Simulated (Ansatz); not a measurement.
# CH7GaInN: the cost of one run

Program: Ansatz 0.2.0. Level of theory: RKS BLYP-D4/def2-SVP. These are calculated values, not measurements.

### 1 The starting structure

Bond lengths: C1–N2 1.457 Å, N2–Ga3 1.852 Å, Ga3–In4 2.695 Å, C1–H5 1.096 Å, C1–H6 1.096 Å, C1–H7 1.105 Å, N2–H8 1.015 Å, Ga3–H9 1.636 Å, In4–H10 1.794 Å, In4–H11 1.792 Å. Angles (14 of 15 angles, heavy atoms first): C1–N2–Ga3 125.5°, N2–Ga3–In4 111.7°, C1–N2–H8 110.5°, Ga3–N2–H8 124.1°, N2–C1–H5 112.2°, N2–C1–H6 112.0°, N2–C1–H7 108.4°, N2–Ga3–H9 109.7°, In4–Ga3–H9 138.6°, Ga3–In4–H10 125.2°, Ga3–In4–H11 124.2°, H5–C1–H6 108.4°, H5–C1–H7 107.8°, H6–C1–H7 107.8°.

Coordinates:

```xyz
11

C    -0.8659    1.3996   -0.0888
N     0.1714    1.0910    0.8860
Ga    1.1296   -0.4913    0.9702
In    0.3907   -2.2062   -0.9731
H    -0.6183    2.2806   -0.6919
H    -1.8394    1.5680    0.3858
H    -0.9688    0.5386   -0.7737
H     0.3044    1.8710    1.5222
H     2.1594   -0.4455    2.2409
H     1.2903   -2.4895   -2.4990
H    -1.1532   -3.1163   -0.9788
```

### 2 Relaxing end A

Contents of input.yaml:

```yaml
crystal:
  periodic: [false, false, false]
  atoms:
    - { symbol: C, position_ang: [-0.86595, 1.39962, -0.08877] }
    - { symbol: "N", position_ang: [0.17136, 1.09099, 0.886] }
    - { symbol: Ga, position_ang: [1.12964, -0.49128, 0.97021] }
    - { symbol: In, position_ang: [0.3907, -2.20624, -0.9731] }
    - { symbol: H, position_ang: [-0.61827, 2.28061, -0.69186] }
    - { symbol: H, position_ang: [-1.83938, 1.56796, 0.38576] }
    - { symbol: H, position_ang: [-0.96885, 0.53862, -0.77367] }
    - { symbol: H, position_ang: [0.30435, 1.87101, 1.52221] }
    - { symbol: H, position_ang: [2.15936, -0.44547, 2.24094] }
    - { symbol: H, position_ang: [1.29028, -2.48955, -2.49897] }
    - { symbol: H, position_ang: [-1.15323, -3.11628, -0.97876] }
basis:
  gaussian: { orbitals: def2-SVP }
hamiltonian:
  xc: blyp
  dispersion: d4
relax:
  f_tol: 0.02
  max_steps: 50
```

Command:

```sh
$ ansatz run input.yaml --threads 2 --pin off --max-ram 3072MiB --backend cpu --events-out ev --progress --plain --runs-dir out
```

Q: Estimate wall time and peak memory on 2 threads of Intel Xeon Platinum 8259CL at 2.50GHz (Skylake/Cascade Lake), shared host.

About 37 s, with a peak of 0.2 GiB.
